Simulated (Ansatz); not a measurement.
# Nb3Cl8: the cost of one run

Computed with Ansatz 0.2.0 (DFT PBEsol, scalar-relativistic, plane waves, PAW).

1 further run of the same task is left out (set aside as unsound or not needed).

## Step 1: Starting point

It takes space group P-3m1 (No. 164, trigonal). Conventional cell: a = 6.727 Å, b = 6.727 Å, c = 12.217 Å, α = 90.00°, β = 90.00°, γ = 120.00°. Around Nb (site symmetry m) lie 6 Cl at 2.43 to 2.64 Å. Cl (site symmetry 3m) has 3 Nb at 2.44 Å as nearest neighbours. Cl (site symmetry 3m) is surrounded by 3 Nb at 2.64 Å. Cl (site symmetry m) has 2 Nb at 2.52 Å as nearest neighbours. Cl (site symmetry m) is surrounded by 2 Nb at 2.43 Å.

As a file:

```cif
data_structure
_symmetry_space_group_name_H-M 'P-3m1'
_symmetry_Int_Tables_number 164
_cell_length_a 6.7266
_cell_length_b 6.7266
_cell_length_c 12.2171
_cell_angle_alpha 90.000
_cell_angle_beta 90.000
_cell_angle_gamma 120.000
_cell_volume 478.73
loop_
_atom_site_label
_atom_site_type_symbol
_atom_site_symmetry_multiplicity
_atom_site_Wyckoff_symbol
_atom_site_fract_x
_atom_site_fract_y
_atom_site_fract_z
_atom_site_occupancy
Nb1 Nb 6 i 0.52763 0.05526 0.24594 1
Cl1 Cl 2 d 0.66667 0.33333 0.09700 1
Cl2 Cl 2 d 0.33333 0.66667 0.35665 1
Cl3 Cl 6 i 0.67165 0.83582 0.13558 1
Cl4 Cl 6 i 0.33650 0.16825 0.38028 1
```

It goes back to an entry of the Materials Project, which need not be the stable form.

It is the result of an earlier relaxation at this level (volume 21.76 Å³/atom; gap on the mesh: none (metal)).

## Step 2: Relaxing with PBEsol

File input.yaml:

```yaml
crystal:
  lattice:
    - [6.7266130576, 0.0, 0.0]
    - [-3.3633065288, 5.8254177893, 0.0]
    - [0.0, 0.0, 12.2170921356]
  atoms:
    - { symbol: Nb, position: [0.5276306658, 0.0552613317, 0.2459436284] }
    - { symbol: Nb, position: [0.9447386683, 0.4723693342, 0.2459436284] }
    - { symbol: Nb, position: [0.5276306658, 0.4723693342, 0.2459436284] }
    - { symbol: Nb, position: [0.4723693342, 0.9447386683, 0.7540563716] }
    - { symbol: Nb, position: [0.4723693342, 0.5276306658, 0.7540563716] }
    - { symbol: Nb, position: [0.0552613317, 0.5276306658, 0.7540563716] }
    - { symbol: Cl, position: [0.6666666667, 0.3333333333, 0.096996542] }
    - { symbol: Cl, position: [0.3333333333, 0.6666666667, 0.903003458] }
    - { symbol: Cl, position: [0.3333333333, 0.6666666667, 0.3566511759] }
    - { symbol: Cl, position: [0.6666666667, 0.3333333333, 0.6433488241] }
    - { symbol: Cl, position: [0.6716490879, 0.8358245439, 0.1355845008] }
    - { symbol: Cl, position: [0.1641754561, 0.8358245439, 0.1355845008] }
    - { symbol: Cl, position: [0.1641754561, 0.3283509121, 0.1355845008] }
    - { symbol: Cl, position: [0.8358245439, 0.1641754561, 0.8644154992] }
    - { symbol: Cl, position: [0.3283509121, 0.1641754561, 0.8644154992] }
    - { symbol: Cl, position: [0.8358245439, 0.6716490879, 0.8644154992] }
    - { symbol: Cl, position: [0.3364971199, 0.16824856, 0.3802816707] }
    - { symbol: Cl, position: [0.83175144, 0.16824856, 0.3802816707] }
    - { symbol: Cl, position: [0.83175144, 0.6635028801, 0.3802816707] }
    - { symbol: Cl, position: [0.16824856, 0.83175144, 0.6197183293] }
    - { symbol: Cl, position: [0.6635028801, 0.83175144, 0.6197183293] }
    - { symbol: Cl, position: [0.16824856, 0.3364971199, 0.6197183293] }
basis:
  ecutwfc: 420
kpoints:
  mp_grid: { grid: [6, 6, 4] }
hamiltonian:
  xc: pbesol
scf:
  occupations: { method: gaussian, width: 0.1 }
output:
  forces: true
  stress: true
  eigenvalues: true
relax:
  adjacent_minimum: "off"
  f_tol: 0.005
  max_steps: 50
  cell: { stress_tol: 0.05 }
```

Command:

```console
> ansatz run input.yaml --threads 8 --pin off --max-ram 22528MiB --backend cpu --events-out ev --progress --plain --runs-dir out
```

**Question.** How long does this run take on 8 threads of Intel Xeon Platinum 8488C (Sapphire Rapids), shared host, and how much memory does it need?

About 68 s, with a peak of 3 GiB.
